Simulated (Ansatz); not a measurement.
# ClFHIn: energies and forces away from the minimum

How good are functionals off equilibrium? 4 randomly displaced structures are computed with CCSD(T) and cheaper methods.

Program: Ansatz 0.2.0, Gaussian basis. Level of theory: single points with forces in def2-TZVPP. These are calculated values, not measurements.

Levels: PBE-D4, r2SCAN-D4, PBE0-D4, wB97M-V, Hartree-Fock, MP2, CCSD, CCSD(T). Each coordinate is moved by a Gaussian draw of the width named (0.7 of it for atoms other than hydrogen): 0.02, 0.06, 0.09, 0.12 Å.

Correlated methods freeze the cores. Filled d shells of the heavier atoms are correlated. Core potentials replace the inner electrons past krypton, and spin-orbit coupling is left out.

32 further runs of the same task are left out: 32 set aside as unsound or not needed.

**1. Starting geometry**

The minimum, relaxed at PBE0-D4: SMILES `[F][InH][Cl]`, 4 atoms, charge 0, spin multiplicity 1.

Atoms are counted from 1 here; the program's logs count them from 0.

Bond lengths: F1–In2 1.939 Å, In2–Cl3 2.305 Å, In2–H4 1.688 Å. Angles: F1–In2–Cl3 109.3°, F1–In2–H4 121.8°, Cl3–In2–H4 128.9°.

As a file:

```xyz
4
ClFHIn
F    -1.5692   -0.1905    0.9878
In   -0.0211    0.1303   -0.1356
Cl    1.6711   -1.3131    0.4682
H    -0.0253    1.3128   -1.3407
```

Energies of the minimum (eV), from earlier single points: PBE-D4 -20425.71740, r2SCAN-D4 -20433.36917, PBE0-D4 -20426.62925, B3LYP-D4 -20435.70360, wB97M-V -20430.60810, CCSD(T) -20398.33568.

**2. Structure 1, width 0.02 Å**

Input file pbe-tzvpp/in.yaml:

```yaml
crystal:
  periodic: [false, false, false]
  atoms:
    - {symbol: F, position_ang: [-1.580505, -0.180703, 1.010034]}
    - {symbol: In, position_ang: [-0.024599, 0.121730, -0.118369]}
    - {symbol: Cl, position_ang: [1.662696, -1.311411, 0.462120]}
    - {symbol: H, position_ang: [-0.056842, 1.341831, -1.330860]}
basis:
  gaussian: {orbitals: def2-TZVPP}
hamiltonian: {xc: pbe, dispersion: d4}
output: {forces: true}
```

r2scan-tzvpp/in.yaml, as changes to pbe-tzvpp/in.yaml:

```diff
-hamiltonian: {xc: pbe, dispersion: d4}
+hamiltonian: {xc: r2scan, dispersion: d4}
```

pbe0-tzvpp/in.yaml:

```diff
-hamiltonian: {xc: pbe, dispersion: d4}
-output: {forces: true}
+hamiltonian: {xc: pbe0, dispersion: d4}
+output: {forces: true, orbitals: {seedname: orbitals}}
```

wb97mv-tzvpp/in.yaml:

```diff
-hamiltonian: {xc: pbe, dispersion: d4}
+hamiltonian: {xc: {name: wB97M-V}}
```

ccsdt-tzvpp/in.yaml:

```diff
-hamiltonian: {xc: pbe, dispersion: d4}
+correlation: {method: ccsd_t}
```

Each run has its own folder and the same command.

On the command line:

```console
> ansatz run in.yaml --threads 2 --pin off --events-out ev --progress --plain --max-ram 4352MiB
```

Log of pbe-tzvpp:

```text
Functional definition: PBE
  name "PBE"
  cite "Perdew, Burke & Ernzerhof, Phys. Rev. Lett. 77, 3865 (1996) doi:10.1103/PhysRevLett.77.3865"
  parent pbe
  parameter kappa = 0.804
  parameter beta = 0.06672455060314922
  exchange = pbe_x(kappa = kappa, mu = beta*pi^2/3)
  correlation = pbe_c(beta = beta)
897 factors; their error is unknown
mean field evaluation 1: about -20421.4519 eV, gradient 5.0e1 eV
mean field evaluation 2: about -20339.3097 eV, gradient 2.1e2 eV
mean field evaluation 4: about -20425.1148 eV, gradient 1.7e1 eV
mean field evaluation 8: about -20425.6579 eV, gradient 9.0e-2 eV
mean field evaluation 16: about -20425.6424 eV, gradient 2.4e-5 eV
mean field -20425.64244601 eV, -750.6285148931 hartree, gradient 2.4e-5 eV, S^2 0.000000; 0 other end points of the search recorded, 0 dependent functions left out
the calculation of the forces begins
reference -20425.64250208 eV, -750.6285169537 hartree; 24, 24 occupied and 113, 113 virtual orbitals, 897 factors
Total energy: -20425.71161449 eV, -750.6310567880 hartree
Atom 0 at    -1.580505    -0.180703     1.010034 Å, force    -0.325295    -0.080287     0.246455 eV/Å
Atom 1 at    -0.024599     0.121730    -0.118369 Å, force    -0.065882     0.587461    -0.541474 eV/Å
Atom 2 at     1.662696    -1.311411     0.462120 Å, force     0.380558    -0.334584     0.136050 eV/Å
Atom 3 at    -0.056842     1.341831    -1.330860 Å, force     0.010619    -0.172589     0.158970 eV/Å
Dipole moment:     0.136029     0.347585    -0.431160 e Å
```

Log of r2scan-tzvpp (excerpt; [...] marks lines left out):

```text
Functional definition: r2SCAN
  name "r2SCAN"
  cite "Furness, Kaplan, Ning, Perdew & Sun, J. Phys. Chem. Lett. 11, 8208 (2020) doi:10.1021/acs.jpclett.0c02405"
  cite "Furness, Kaplan, Ning, Perdew & Sun, J. Phys. Chem. Lett. 11, 9248 (2020) doi:10.1021/acs.jpclett.0c03077"
  parent r2scan
[...]
897 factors; their error is unknown
[...]
mean field -20433.34284833 eV, -750.9114994591 hartree, gradient 1.9e-5 eV, S^2 0.000000; 0 other end points of the search recorded, 0 dependent functions left out
[...]
reference -20433.34286452 eV, -750.9115000537 hartree; 24, 24 occupied and 113, 113 virtual orbitals, 897 factors
Total energy: -20433.35773498 eV, -750.9120465332 hartree
Atom 0 at    -1.580505    -0.180703     1.010034 Å, force     0.049050    -0.017468    -0.015198 eV/Å
Atom 1 at    -0.024599     0.121730    -0.118369 Å, force    -0.256750     0.516914    -0.365238 eV/Å
Atom 2 at     1.662696    -1.311411     0.462120 Å, force     0.193175    -0.184492     0.080541 eV/Å
Atom 3 at    -0.056842     1.341831    -1.330860 Å, force     0.014525    -0.314954     0.299895 eV/Å
Dipole moment:     0.135812     0.366760    -0.451067 e Å
```

Output in pbe0-tzvpp (excerpt; [...] marks lines left out):

```text
Functional definition: PBE0
  name "PBE0"
  cite "Adamo & Barone, J. Chem. Phys. 110, 6158 (1999) doi:10.1063/1.478522"
[... 2 set-up lines as earlier in the session ...]
[...]
1021 factors; their error is unknown
[...]
mean field -20426.56119629 eV, -750.6622783434 hartree, gradient 3.4e-5 eV, S^2 0.000000; 0 other end points of the search recorded, 0 dependent functions left out
[...]
reference -20426.56123459 eV, -750.6622797508 hartree; 24, 24 occupied and 113, 113 virtual orbitals, 1021 factors
Total energy: -20426.62007200 eV, -750.6644419856 hartree
Atom 0 at    -1.580505    -0.180703     1.010034 Å, force     0.095706     0.004577    -0.062463 eV/Å
Atom 1 at    -0.024599     0.121730    -0.118369 Å, force    -0.263599     0.427053    -0.269507 eV/Å
Atom 2 at     1.662696    -1.311411     0.462120 Å, force     0.153319    -0.138227     0.053992 eV/Å
Atom 3 at    -0.056842     1.341831    -1.330860 Å, force     0.014574    -0.293403     0.277977 eV/Å
Dipole moment:     0.147186     0.370758    -0.461428 e Å
```

Output in wb97mv-tzvpp:

```text
Functional definition: wB97M-V
  name "wB97M-V"
  cite "Mardirossian & Head-Gordon, J. Chem. Phys. 144, 214110 (2016) doi:10.1063/1.4952647"
  cite "Becke, J. Chem. Phys. 107, 8554 (1997) doi:10.1063/1.475007"
  cite "Vydrov & Van Voorhis, J. Chem. Phys. 133, 244103 (2010) doi:10.1063/1.3521275"
  # Of w^i u^j: cxij and so on, Table III.
  parameter omega = 0.3/bohr
  parameter cx = 0.15
  parameter cx01 = 1.007
  parameter cx10 = 0.259
  parameter css00 = 0.443
  parameter css04 = -1.437
  parameter css10 = -4.535
  parameter css20 = -3.390
  parameter css43 = 4.278
  parameter cos00 = 1.000
  parameter cos10 = 1.358
  parameter cos20 = 2.924
  parameter cos21 = -8.812
  parameter cos60 = -1.390
  parameter cos61 = 9.142
  parameter b = 6.0
  parameter c = 0.01
  gx(w, u) = 1 - cx + cx01*u + cx10*w
  gss(w, u) = css00 + css04*u^4 + css10*w + css20*w^2 + css43*w^4*u^3
  gos(w, u) = cos00 + cos10*w + (cos20 + cos21*u)*w^2 + (cos60 + cos61*u)*w^6
  exchange = spin_sum(e_x_unif_sr(omega)*gx(b97_w, b97_u_x)) + cx*exact_x_sr(omega) + exact_x_lr(omega)
  correlation = spin_sum(e_c_pw_mod_same_spin*gss(b97_w, b97_u_same))
      + integral(e_c_pw_mod_opposite_spin*gos(b97_w_opposite, b97_u_opposite)) + vv10(b, c)
949 factors; their error is unknown
172 factors; integrals over basis functions are off by at most 3.6e-5 eV
mean field evaluation 1: about -20427.1972 eV, gradient 4.3e1 eV
mean field evaluation 2: about -20424.7673 eV, gradient 6.5e1 eV
mean field evaluation 4: about -20430.5414 eV, gradient 1.9e0 eV
mean field evaluation 8: about -20430.5958 eV, gradient 4.1e-2 eV
mean field -20430.59584956 eV, -750.8105491163 hartree, gradient 7.3e-5 eV, S^2 0.000000; 0 other end points of the search recorded, 0 dependent functions left out
the calculation of the forces begins
reference -20430.59591325 eV, -750.8105514568 hartree; 24, 24 occupied and 113, 113 virtual orbitals, 949 factors
Total energy: -20430.59591325 eV, -750.8105514568 hartree
Atom 0 at    -1.580505    -0.180703     1.010034 Å, force     0.075181     0.000189    -0.047292 eV/Å
Atom 1 at    -0.024599     0.121730    -0.118369 Å, force    -0.234005     0.498977    -0.357065 eV/Å
Atom 2 at     1.662696    -1.311411     0.462120 Å, force     0.139903    -0.125587     0.048012 eV/Å
Atom 3 at    -0.056842     1.341831    -1.330860 Å, force     0.018922    -0.373579     0.356346 eV/Å
Dipole moment:     0.145435     0.370161    -0.460155 e Å
```

Output in ccsdt-tzvpp (excerpt; [...] marks lines left out):

```text
Functional definition: HF
  name "HF"
  cite "Fock, Z. Phys. 61, 126 (1930) doi:10.1007/BF01340294"
[... 1 set-up line as earlier in the session ...]
[...]
1016 factors; integrals over basis functions are off by at most 7.4e-4 eV
[...]
mean field -20377.69700516 eV, -748.8665524406 hartree, gradient 4.2e-6 eV, S^2 0.000000; 0 other end points of the search recorded, 0 dependent functions left out
10 core orbitals not correlated: weight in the atoms' cores, before any rotation towards them, 1.000 or more for the frozen orbitals, at most 0.000 for the correlated occupied ones
reference -20377.69700516 eV, -748.8665524406 hartree; 14, 14 occupied and 113, 113 virtual orbitals, 1016 factors
second order -19.61019520 eV of doubles, -0.00000000 eV of singles
cycle   1  -19.43779237 eV  change    1.7e-1 eV  update   1.1e-1
[...]
cycle  11  -19.97317360 eV  change    1.8e-5 eV  update   5.5e-6
perturbative correction -0.65462393 eV, -0.0240569856 hartree
[...]
working
Total energy: -20398.32480269 eV, -749.6246100177 hartree
Atom 0 at    -1.580505    -0.180703     1.010034 Å, force     0.133793     0.020150    -0.098638 eV/Å
Atom 1 at    -0.024599     0.121730    -0.118369 Å, force    -0.320670     0.454368    -0.266267 eV/Å
Atom 2 at     1.662696    -1.311411     0.462120 Å, force     0.172182    -0.147273     0.053151 eV/Å
Atom 3 at    -0.056842     1.341831    -1.330860 Å, force     0.014695    -0.327245     0.311754 eV/Å
Dipole moment:     0.151134     0.366957    -0.459970 e Å
```

Times: 1.5 s (pbe-tzvpp), 3.4 s (r2scan-tzvpp), 2.2 s (pbe0-tzvpp), 6.5 s (wb97mv-tzvpp), 2 min (ccsdt-tzvpp) on 2 threads of Arm Neoverse V2, shared host; peak memory 1.4 GiB.

```csv
method,RMS force component (eV/Å),RMS error against CCSD(T) (eV/Å),angle to CCSD(T) forces (°),dipole (D)
PBE-D4,0.309,0.229,47.5,2.74
r2SCAN-D4,0.248,0.055,12.7,2.87
PBE0-D4,0.213,0.028,4.5,2.93
wB97M-V,0.249,0.050,11.4,2.92
CCSD(T),0.236,reference,reference,2.92
```

**3. Structure 2, width 0.06 Å**

Input file pbe-tzvpp/in.yaml:

```yaml
crystal:
  periodic: [false, false, false]
  atoms:
    - {symbol: F, position_ang: [-1.582684, -0.225116, 1.011190]}
    - {symbol: In, position_ang: [-0.053963, 0.166123, -0.129232]}
    - {symbol: Cl, position_ang: [1.629074, -1.316581, 0.437932]}
    - {symbol: H, position_ang: [-0.017922, 1.282038, -1.388267]}
basis:
  gaussian: {orbitals: def2-TZVPP}
hamiltonian: {xc: pbe, dispersion: d4}
output: {forces: true}
```

r2scan-tzvpp/in.yaml differs from pbe-tzvpp/in.yaml so:

```diff
-hamiltonian: {xc: pbe, dispersion: d4}
+hamiltonian: {xc: r2scan, dispersion: d4}
```

pbe0-tzvpp/in.yaml:

```diff
-hamiltonian: {xc: pbe, dispersion: d4}
-output: {forces: true}
+hamiltonian: {xc: pbe0, dispersion: d4}
+output: {forces: true, orbitals: {seedname: orbitals}}
```

wb97mv-tzvpp/in.yaml:

```diff
-hamiltonian: {xc: pbe, dispersion: d4}
+hamiltonian: {xc: {name: wB97M-V}}
```

ccsdt-tzvpp/in.yaml:

```diff
-hamiltonian: {xc: pbe, dispersion: d4}
+correlation: {method: ccsd_t}
```

One command serves all of them, each in its own folder.

On the command line:

```console
> ansatz run in.yaml --threads 2 --pin off --events-out ev --progress --plain --max-ram 4352MiB
```

pbe-tzvpp printed (excerpt; [...] marks lines left out):

```text
[... 4 set-up lines as earlier in the session ...]
[...]
897 factors; their error is unknown
[...]
mean field -20425.64494467 eV, -750.6286067171 hartree, gradient 3.5e-5 eV, S^2 0.000000; 0 other end points of the search recorded, 0 dependent functions left out
[...]
reference -20425.64500103 eV, -750.6286087883 hartree; 24, 24 occupied and 113, 113 virtual orbitals, 897 factors
Total energy: -20425.71452476 eV, -750.6311637385 hartree
Atom 0 at    -1.582684    -0.225116     1.011190 Å, force    -0.259573     0.009249     0.182756 eV/Å
Atom 1 at    -0.053963     0.166123    -0.129232 Å, force     0.098712    -0.075087    -0.164032 eV/Å
Atom 2 at     1.629074    -1.316581     0.437932 Å, force     0.191508    -0.124363     0.079682 eV/Å
Atom 3 at    -0.017922     1.282038    -1.388267 Å, force    -0.030646     0.190202    -0.098405 eV/Å
Dipole moment:     0.088133     0.441821    -0.435554 e Å
```

r2scan-tzvpp printed (excerpt; [...] marks lines left out):

```text
[... 5 set-up lines as earlier in the session ...]
[...]
897 factors; their error is unknown
[...]
mean field -20433.34707270 eV, -750.9116547016 hartree, gradient 1.9e-5 eV, S^2 0.000000; 0 other end points of the search recorded, 0 dependent functions left out
[...]
reference -20433.34708908 eV, -750.9116553034 hartree; 24, 24 occupied and 113, 113 virtual orbitals, 897 factors
Total energy: -20433.36202849 eV, -750.9122043169 hartree
Atom 0 at    -1.582684    -0.225116     1.011190 Å, force     0.110020     0.098329    -0.084787 eV/Å
Atom 1 at    -0.053963     0.166123    -0.129232 Å, force    -0.081939    -0.190994     0.006312 eV/Å
Atom 2 at     1.629074    -1.316581     0.437932 Å, force     0.009187     0.029585     0.027417 eV/Å
Atom 3 at    -0.017922     1.282038    -1.388267 Å, force    -0.037267     0.063079     0.051058 eV/Å
Dipole moment:     0.086438     0.466614    -0.455014 e Å
```

pbe0-tzvpp printed (excerpt; [...] marks lines left out):

```text
[... 5 set-up lines as earlier in the session ...]
[...]
1021 factors; their error is unknown
[...]
mean field -20426.56012402 eV, -750.6622389381 hartree, gradient 4.0e-5 eV, S^2 0.000000; 0 other end points of the search recorded, 0 dependent functions left out
[...]
reference -20426.56016263 eV, -750.6622403571 hartree; 24, 24 occupied and 113, 113 virtual orbitals, 1021 factors
Total energy: -20426.61933846 eV, -750.6644150285 hartree
Atom 0 at    -1.582684    -0.225116     1.011190 Å, force     0.151952     0.126691    -0.131857 eV/Å
Atom 1 at    -0.053963     0.166123    -0.129232 Å, force    -0.083574    -0.296514     0.108218 eV/Å
Atom 2 at     1.629074    -1.316581     0.437932 Å, force    -0.028865     0.076995     0.002575 eV/Å
Atom 3 at    -0.017922     1.282038    -1.388267 Å, force    -0.039513     0.092828     0.021065 eV/Å
Dipole moment:     0.097108     0.473484    -0.464362 e Å
```

Output in wb97mv-tzvpp (excerpt; [...] marks lines left out):

```text
[... 5 set-up lines as earlier in the session ...]
  # Of w^i u^j: cxij and so on, Table III.
[...]
  gx(w, u) = 1 - cx + cx01*u + cx10*w
  gss(w, u) = css00 + css04*u^4 + css10*w + css20*w^2 + css43*w^4*u^3
  gos(w, u) = cos00 + cos10*w + (cos20 + cos21*u)*w^2 + (cos60 + cos61*u)*w^6
[...]
      + integral(e_c_pw_mod_opposite_spin*gos(b97_w_opposite, b97_u_opposite)) + vv10(b, c)
949 factors; their error is unknown
172 factors; integrals over basis functions are off by at most 3.8e-5 eV
[...]
mean field -20430.59859715 eV, -750.8106500880 hartree, gradient 7.8e-5 eV, S^2 0.000000; 0 other end points of the search recorded, 0 dependent functions left out
[...]
reference -20430.59866121 eV, -750.8106524425 hartree; 24, 24 occupied and 113, 113 virtual orbitals, 949 factors
Total energy: -20430.59866121 eV, -750.8106524425 hartree
Atom 0 at    -1.582684    -0.225116     1.011190 Å, force     0.130081     0.122949    -0.116443 eV/Å
Atom 1 at    -0.053963     0.166123    -0.129232 Å, force    -0.041053    -0.240135     0.018974 eV/Å
Atom 2 at     1.629074    -1.316581     0.437932 Å, force    -0.046282     0.093359    -0.003403 eV/Å
Atom 3 at    -0.017922     1.282038    -1.388267 Å, force    -0.042746     0.023826     0.100872 eV/Å
Dipole moment:     0.094785     0.475597    -0.462966 e Å
```

Log of ccsdt-tzvpp (excerpt; [...] marks lines left out):

```text
[... 4 set-up lines as earlier in the session ...]
[...]
1015 factors; integrals over basis functions are off by at most 7.3e-4 eV
[...]
mean field -20377.69105352 eV, -748.8663337216 hartree, gradient 4.2e-6 eV, S^2 0.000000; 0 other end points of the search recorded, 0 dependent functions left out
10 core orbitals not correlated: weight in the atoms' cores, before any rotation towards them, 1.000 or more for the frozen orbitals, at most 0.000 for the correlated occupied ones
reference -20377.69105352 eV, -748.8663337216 hartree; 14, 14 occupied and 113, 113 virtual orbitals, 1015 factors
second order -19.62055603 eV of doubles, -0.00000000 eV of singles
cycle   1  -19.44424247 eV  change    1.8e-1 eV  update   1.1e-1
[...]
cycle  11  -19.97823014 eV  change    1.9e-5 eV  update   5.5e-6
perturbative correction -0.65513693 eV, -0.0240758381 hartree
[...]
working
Total energy: -20398.32442059 eV, -749.6245959756 hartree
Atom 0 at    -1.582684    -0.225116     1.011190 Å, force     0.183302     0.148854    -0.167154 eV/Å
Atom 1 at    -0.053963     0.166123    -0.129232 Å, force    -0.115797    -0.295925     0.113157 eV/Å
Atom 2 at     1.629074    -1.316581     0.437932 Å, force    -0.023497     0.082739    -0.003861 eV/Å
Atom 3 at    -0.017922     1.282038    -1.388267 Å, force    -0.044008     0.064331     0.057858 eV/Å
Dipole moment:     0.100159     0.472285    -0.461486 e Å
```

Wall times: 1.4 s (pbe-tzvpp), 3.4 s (r2scan-tzvpp), 2.2 s (pbe0-tzvpp), 6.5 s (wb97mv-tzvpp), 2 min (ccsdt-tzvpp) on 2 threads of Arm Neoverse V2, shared host; peak memory 1.4 GiB.

```csv
method,RMS force component (eV/Å),RMS error against CCSD(T) (eV/Å),angle to CCSD(T) forces (°),dipole (D)
PBE-D4,0.144,0.232,113.4,3.01
r2SCAN-D4,0.083,0.060,17.3,3.16
PBE0-D4,0.123,0.022,8.8,3.22
wB97M-V,0.104,0.048,18.4,3.22
CCSD(T),0.134,reference,reference,3.21
```

(Part 1 of 2 ends here.)
